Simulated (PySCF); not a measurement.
# Ways to converge the SCF of Ca2

Aim: find out which solver settings change the answer for Ca2.

Program: PySCF 2.14.0. Level of theory: each script names its method and basis. These are calculated values, not measurements.

1 further run of the same task is left out (it didn't finish).

### Step 1. The starting structure

Ca2: 2 atoms, charge 0, spin multiplicity 1.

Bond lengths: Ca1–Ca2 3.021 Å.

### Step 2. The base run

File input.py:

```python
from pyscf import gto, scf, cc

mol = gto.M(
    atom='Ca 0 0 0; Ca 0 0 3.021',
    basis='3-21g',
    charge=0,
    spin=0,
    symmetry=True,
    verbose=4,
)
mf = scf.RHF(mol)
mf.kernel()
mycc = cc.CCSD(mf, frozen=10)
mycc.kernel()
e = mycc.eaccsd(nroots=8)[0]
print('roots (eV) =', (e*27.211386).round(3))
mf.dip_moment()
print('orbital energies (hartree):', mf.mo_energy[..., max(0, mol.nelec[1]-3):mol.nelec[0]+3].round(4))
```

The run is started by

```bash
> OMP_NUM_THREADS=1 python input.py
```

The log of this run is left out.

In short: E(SCF) = -1346.747264 Eh, 7 cycles, E(CCSD) − E(SCF) = -0.05785 Eh, μ = 0.00 D, attachment roots -0.282, -0.282, 0.249, 0.853, 0.853 eV.

The bond length is a typed value, not an optimised one. Positive EA roots mean that the added electron is unbound.

### Step 3. Convergence threshold 1e-07 hartree

Edit 1 changes convergence threshold: default → 1e-07 hartree.

File input.py:

```python
from pyscf import gto, scf, cc

mol = gto.M(
    atom='Ca 0 0 0; Ca 0 0 3.021',
    basis='3-21g',
    charge=0,
    spin=0,
    symmetry=True,
    verbose=4,
)
mf = scf.RHF(mol)
mf.conv_tol = 1e-07
mf.kernel()
mycc = cc.CCSD(mf, frozen=10)
mycc.kernel()
e = mycc.eaccsd(nroots=8)[0]
print('roots (eV) =', (e*27.211386).round(3))
mf.dip_moment()
print('orbital energies (hartree):', mf.mo_energy[..., max(0, mol.nelec[1]-3):mol.nelec[0]+3].round(4))
```

The run is started by

```bash
> OMP_NUM_THREADS=1 python input.py
```

### Step 4. Damping 0.8

Edit 2 changes damping: none → 0.8.

input.py: that of step 2 with these lines changed.

```diff
@@ -11,2 +11,4 @@
 mf = scf.RHF(mol)
+mf.damp = 0.8
+mf.diis_start_cycle = 8
 mf.kernel()
```

Before running it: what results should come out? Wanted: for each run, E(SCF); from base; gap; after the SCF.

The runs gave:

```csv
run,E(SCF) (hartree),from base (eV),cycles,gap (eV),after the SCF
base,-1346.747264,0,7,4.14,"CCSD correlation -1.574 eV, core frozen, first root -0.28 eV"
convergence threshold 1e-07 hartree,-1346.747264,0.0000,6,4.14,"CCSD correlation -1.574 eV, core frozen, first root -0.28 eV"
damping 0.8,-1346.747264,0.0000,13,4.14,"CCSD correlation -1.574 eV, core frozen, first root -0.28 eV"
```

Distance from each run's final energy (log10 hartree) by cycle:

```
                                run  cycle 1  cycle 2  cycle 3  cycle 5  cycle 8  cycle 12
                               base     -2.5     -3.8     -4.8     -7.8     done      done
convergence threshold 1e-07 hartree     -2.5     -3.8     -4.8     -7.8     done      done
                        damping 0.8     -2.5     -2.6     -2.8     -3.1     -4.4      -9.9
```

In words: No change of the SCF energy comes from convergence threshold 1e-07 hartree or damping 0.8. The base needs 7 cycles and the run with damping 0.8 needs 13.
